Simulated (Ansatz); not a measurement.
# C3H8Cl2GaN: small, medium and large basis sets

An exercise on one series of results from a longer session: the logs are not shown, and one member is left open.

Program: Ansatz 0.2.0, Gaussian basis. Level of theory: one geometry, several basis sets. These are calculated values, not measurements.

Plan: PBE0-D4/def2-SVP; ωB97M-V/def2-SVP; PBE0-D4/def2-QZVPP; ωB97M-V/def2-QZVPP; the functionals' def2-TZVPP values are taken from earlier runs.

### The relaxed structure

All runs share one geometry, relaxed beforehand with PBE0-D4 in a triple-zeta def2 set.

SMILES `CC(C)[NH][Ga]([Cl])[Cl]`, 15 atoms, charge 0, spin multiplicity 1.

Atoms are counted from 1 here; the program's logs count them from 0.

Bond lengths: C1–C2 1.522 Å, C1–H8 1.091 Å, C1–H9 1.095 Å, C1–H10 1.093 Å, C2–C3 1.522 Å, C2–N4 1.454 Å, C2–H11 1.096 Å, C3–H12 1.091 Å, C3–H13 1.093 Å, C3–H14 1.095 Å, N4–Ga5 1.791 Å, N4–H15 1.009 Å, Ga5–Cl6 2.128 Å, Ga5–Cl7 2.126 Å. Angles: C2–C1–H8 110.8°, C2–C1–H9 110.5°, C2–C1–H10 111.1°, H8–C1–H9 108.1°, H8–C1–H10 108.5°, H9–C1–H10 107.8°, C1–C2–C3 111.4°, C1–C2–N4 111.0°, C1–C2–H11 108.2°, C3–C2–N4 111.0°, C3–C2–H11 108.2°, N4–C2–H11 106.8°, C2–C3–H12 110.8°, C2–C3–H13 111.1°, C2–C3–H14 110.5°, H12–C3–H13 108.5°, H12–C3–H14 108.1°, H13–C3–H14 107.8° and more.

Set-up of the first run:

in.yaml reads:

```yaml
crystal:
  periodic: [false, false, false]
  atoms:
    - {symbol: C, position_ang: [-1.539491, -0.708695, -0.337619]}
    - {symbol: C, position_ang: [-0.284887, -0.144398, 0.312752]}
    - {symbol: C, position_ang: [0.388668, -1.175184, 1.206743]}
    - {symbol: N, position_ang: [0.639605, 0.361488, -0.688604]}
    - {symbol: Ga, position_ang: [1.203079, 2.050251, -0.884476]}
    - {symbol: Cl, position_ang: [0.508062, 3.564818, 0.438270]}
    - {symbol: Cl, position_ang: [2.566105, 2.578415, -2.428067]}
    - {symbol: H, position_ang: [-2.033231, 0.048613, -0.949180]}
    - {symbol: H, position_ang: [-1.287529, -1.555534, -0.983908]}
    - {symbol: H, position_ang: [-2.247649, -1.062816, 0.415526]}
    - {symbol: H, position_ang: [-0.576841, 0.708830, 0.934990]}
    - {symbol: H, position_ang: [1.267523, -0.749945, 1.694661]}
    - {symbol: H, position_ang: [-0.296881, -1.534766, 1.978004]}
    - {symbol: H, position_ang: [0.712164, -2.039391, 0.617837]}
    - {symbol: H, position_ang: [0.981295, -0.341665, -1.326940]}
basis:
  gaussian: {orbitals: def2-SVP}
hamiltonian: {xc: pbe0, dispersion: d4}
output: {orbitals: {seedname: orbitals}}
```

Launch:

```sh
ansatz run in.yaml --threads 2 --pin off --events-out ev --progress --plain --max-ram 32768MiB --backend cpu
```

Among the steps run: PBE0-D4 in def2-SVP; ωB97M-V in def2-SVP; PBE0-D4 in def2-QZVPP; ωB97M-V in def2-QZVPP.

One table of the session follows, with a row left open; its other results are not shown here.

It belongs to the step «Functionals by basis». 

```
functional       basis  HOMO (eV)
   PBE0-D4    def2-SVP      -7.20
   PBE0-D4  def2-TZVPP      -7.30
   PBE0-D4  def2-QZVPP          ?
   ωB97M-V    def2-SVP      -9.48
   ωB97M-V  def2-TZVPP      -9.61
   ωB97M-V  def2-QZVPP      -9.65
```

Estimate the missing values for PBE0-D4, def2-QZVPP.

As computed: HOMO (eV): -7.33. In the column «HOMO (eV)» it lies between ωB97M-V, def2-SVP (-9.48) and PBE0-D4, def2-TZVPP (-7.30).
